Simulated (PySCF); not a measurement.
# AsO₂H: structure of the singlet

The task is one start of a wider search on AsO₂H: the singlet, from a T-shaped (ligand arrangement 2) start. It is relaxed, tested by its Hessian and followed downhill if it is a saddle.

Method: PBE0, basis As def2-TZVP, O def2-TZVP, H def2-TZVP, no relativity, density fitting; program: PySCF 2.14.0.

### 1 Where the work starts

4 atoms, charge 0, spin multiplicity 1.

Bond lengths: As1–O2 1.710 Å, As1–O3 1.710 Å, As1–H4 1.530 Å. Angles: O2–As1–O3 88.0°, O2–As1–H4 88.0°, O3–As1–H4 176.0°.

Z-matrix (Å, degrees; charge 0 multiplicity 1):
```
As
O  1 1.7100
O  1 1.7100 2 88.00
H  1 1.5300 2 88.00 3 180.00
```

### 2 Relaxing the singlet from the T-shaped (ligand arrangement 2) start

One driver script runs all steps and calls PySCF; scf.py shows how it sets up the SCF of each step. The optimiser is the driver's own. Before each start the driver seeks the lowest SCF state from one or more starting densities and follows internal instabilities, so scf.py alone need not reach the same state.

The program finds Cs symmetry in the start, which this walk keeps. The walk stops when the largest gradient is under 0.0003 Eh/bohr and the energy has settled too.

scf.py

```python
from pyscf import gto, scf, dft
mol = gto.M(atom='''
As     0.239014     0.000000    -0.262789
O      0.239014     0.000000     1.447211
O     -1.469986     0.000000    -0.203089
H      1.768114     0.000000    -0.209389''',
    basis={'As': 'def2-TZVP', 'O': 'def2-TZVP', 'H': 'def2-TZVP'},
    charge=0, spin=0)
mf = dft.RKS(mol, xc='PBE0')
mf.grids.atom_grid = (50, 194)
aux = {'As': 'def2-universal-JKFIT', 'O': 'def2-universal-JKFIT', 'H': 'def2-universal-JKFIT'}
mf = mf.density_fit(auxbasis=aux)
mf.kernel()
```

Energy and gradient, step by step:

| step | energy (Eh) | change (kJ/mol) | largest symmetric gradient (Eh/bohr) |
| --- | --- | --- | --- |
| 0 | -2386.378881 | 0.00 | 0.11339 |
| 1 | -2386.430866 | -136.49 | 0.05135 |
| 2 | -2386.467202 | -231.89 | 0.03546 |
| 3 | -2386.481790 | -270.19 | 0.03848 |
| 4 | -2386.488026 | -286.56 | 0.02161 |
| 5 | -2386.489090 | -289.35 | 0.03972 |
| 6 | -2386.491103 | -294.64 | 0.00921 |
| 7 | -2386.491339 | -295.26 | 0.00756 |
| 8 | -2386.491438 | -295.52 | 0.00296 |
| 9 | -2386.491449 | -295.55 | 0.00034 |
| 10 | -2386.491450 | -295.55 | 0.00004 |

The walk ran for 12 s (4 threads, shared host).

After 10 steps and 295.5 kJ/mol it ends at C2v: As–H 1.517 Å, As–O 1.604 Å (×2); H–As–O 113.7° (×2), O–As–O 132.6°.

### 3 Vibrations and properties at this point

On the finer grid the gradient is checked again; gradients at displacements of ±0.01 bohr then give force constants and infrared intensities.

Edit scf.py of step 2 so:

```diff
@@ -3,4 +3,4 @@
-As     0.239014     0.000000    -0.262789
-O      0.239014     0.000000     1.447211
-O     -1.469986     0.000000    -0.203089
-H      1.768114     0.000000    -0.209389''',
+As     0.148232     0.000000    -0.096639
+O      0.409986    -0.000000     1.485431
+O     -1.193737     0.000000    -0.974467
+H      1.419172     0.000000    -0.925226''',
@@ -10 +10 @@
-mf.grids.atom_grid = (50, 194)
+mf.grids.atom_grid = (75, 302)
```

This SCF starts from the last density.

SCF at the final geometry:

```text
init E= -2386.49141867562
  HOMO = -0.344638093866333  LUMO = -0.106924344109177  gap/eV = 6.46852
cycle= 1 E= -2386.49141867561  delta_E= 3.18e-12  |g|= 5.46e-06  |ddm|= 4.63e-06
  HOMO = -0.344636905648858  LUMO = -0.106923839681354  gap/eV = 6.46850
Extra cycle  E= -2386.49141867559  delta_E= 2e-11  |g|= 1.11e-05  |ddm|= 8.47e-06
converged SCF energy = -2386.49141867559
```

The whole step took 19 s.

Geometry: C2v; As–H 1.517 Å, As–O 1.604 Å (×2); H–As–O 113.7° (×2), O–As–O 132.6°.

Modes, for the most abundant isotopes:

```csv
symmetry,ω (cm⁻¹),IR (km/mol),type
a1,316,50.9,bend
b1,451,3.5,bend
b2,819,9.8,bend
a1,988,18.2,stretch
b2,1095,109,stretch
a1,2218,37.5,stretch
```

Every mode is real; the point is a minimum.

Constants and moments:

```yaml
Dipole_moment: 3.09 D
Highest_occupied_level: -9.38 eV
Lowest_empty_level: -2.91 eV
Rotational_constants: 1.377, 0.2444, 0.2076 cm⁻¹
Zero-point_energy: 35.2 kJ/mol
Principal_polarisabilities: 21.2, 31.8, 40.4 bohr³
Atomisation_energy_without_zero-point_energy: 1087 kJ/mol
Principal_traceless_quadrupole_moments_about_the_centre_of_mass: -10.40, 4.36, 6.04 D Å
Entropy_at_298.15_K_and_1_bar: 266.6 J/(mol K)
Heat_capacity_Cp_at_298.15_K: 51.3 J/(mol K)
Enthalpy_at_298.15_K_above_0_K: 12.02 kJ/mol
Rotational_symmetry_number: 2
```

Populations by atom (charges in e):

| atom | Mulliken | Löwdin | polar tensor | Mayer order to As1 |
| --- | --- | --- | --- | --- |
| As1 | 0.88 | 0.67 | 1.33 | – |
| O2,3 | -0.49 | -0.33 | -0.63 | 1.88 |
| H4 | 0.10 | -0.01 | -0.07 | 0.83 |

Outer orbital energies (eV). occupied: -27.15, -17.12, -12.84, -11.86, -11.44, -9.44, -9.44, -9.38; empty: -2.91, -1.80, 1.59, 1.73.

Mulliken populations on As1: s 7.36, p 14.18, d 10.50, f 0.08.

### 4 Results

```
                                 quantity                                                               value
                                  minimum                                                        singlet, C2v
                                 geometry  As–H 1.517 Å, As–O 1.604 Å (×2); H–As–O 113.7° (×2), O–As–O 132.6°
                       wavenumbers (cm⁻¹)        316 (a1), 451 (b1), 819 (b2), 988 (a1), 1095 (b2), 2218 (a1)
                            dipole moment                                                              3.09 D
     highest occupied, lowest empty level                                                     -9.38, -2.91 eV
               polar-tensor charge of As1                                                             +1.33 e
                        zero-point energy                                                         35.2 kJ/mol
                      entropy at 298.15 K                                                     266.6 J/(mol K)
atomisation energy (no zero-point energy)                                                         1087 kJ/mol
```

In words: From Cs at the start the molecule goes to a C2v minimum. The strongest infrared band lies at 1095 cm⁻¹ (b2, stretch). Only this shape and spin were tried, so other structures or states may lie lower.

The search up to here took 32 s.
